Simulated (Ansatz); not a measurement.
I need a ladder of methods at one geometry of C2H5Se, SMILES [CH2][Se]C. Use Ansatz 0.2.0 through its Python package. Settings (for the species named): MP2, def2-SVP basis, multiplicity 2. The script varies method: mp2, ccsd, ccsd_t.

```yaml
atoms:
  - { symbol: C, position_ang: [-0.9662, 1.0317, -0.4762] }
  - { symbol: Se, position_ang: [0.8913, 0.7196, -0.6030] }
  - { symbol: C, position_ang: [0.7070, -0.8071, 0.5754] }
  - { symbol: H, position_ang: [-1.5041, 0.2553, -0.9624] }
  - { symbol: H, position_ang: [-1.2441, 2.0154, -1.0367] }
  - { symbol: H, position_ang: [0.3254, -0.4684, 1.5650] }
  - { symbol: H, position_ang: [1.7713, -1.2491, 0.7520] }
  - { symbol: H, position_ang: [0.1116, -1.5546, 0.1301] }
```

`methods_c2h5se.py`
```python
# -*- coding: utf-8 -*-
import ansatz as az
from ase import Atoms

atoms = Atoms(["C", "Se", "C", "H", "H", "H", "H", "H"], positions=[
    [-0.9662, 1.0317, -0.4762],
    [0.8913, 0.7196, -0.603],
    [0.707, -0.8071, 0.5754],
    [-1.5041, 0.2553, -0.9624],
    [-1.2441, 2.0154, -1.0367],
    [0.3254, -0.4684, 1.565],
    [1.7713, -1.2491, 0.752],
    [0.1116, -1.5546, 0.1301],
])
molecule = az.Crystal.molecule_from_ase(atoms)

model = molecule.calculation().basis(gaussian="def2-SVP").spin("collinear", total=1)

methods = ["mp2", "ccsd", "ccsd_t"]
reports = [model.correlation(m).run(threads=1, pin="off").report for m in methods]
print(f"Hartree-Fock reference {reports[0]['reference_energy_ev'] / 27.211386246:.6f} Ha")
best = reports[-1]["free_energy_ev"] - reports[-1]["reference_energy_ev"]
for method, each in zip(methods, reports):
    gained = each["free_energy_ev"] - each["reference_energy_ev"]
    print(f"{method:8s} total {each['free_energy_ev'] / 27.211386246:.6f} Ha  correlation {gained:9.4f} eV  ({100 * gained / best:.1f} % of the last)")
```

```console
$ python methods_c2h5se.py
Hartree-Fock reference -2478.057672 Ha
mp2      total -2478.560492 Ha  correlation  -13.6824 eV  (90.6 % of the last)
ccsd     total -2478.596635 Ha  correlation  -14.6659 eV  (97.2 % of the last)
ccsd_t   total -2478.612446 Ha  correlation  -15.0962 eV  (100.0 % of the last)
```

Reading the output:
- Total energies depend on the basis set; only differences at equal settings carry meaning.
- The geometry is a force-field or estimated start, not a minimum of this method, and the basis set is short of its limit. A lower total doesn't mark the better method: functionals have no common bound, and MP2 and coupled cluster aren't variational.
- The species is open-shell (spin multiplicity 2).
- Inner cores stay frozen; a filled d shell under the valence of the heavier atoms is correlated with it.
- Finished in 2.1 min on 1 thread of AMD EPYC (Zen 3) (shared host), peak memory 0.64 GiB.

(A comment or docstring line of the script was reworded after the run, the code is as it ran; lines on the test bed's own set-up are left out of the output.)
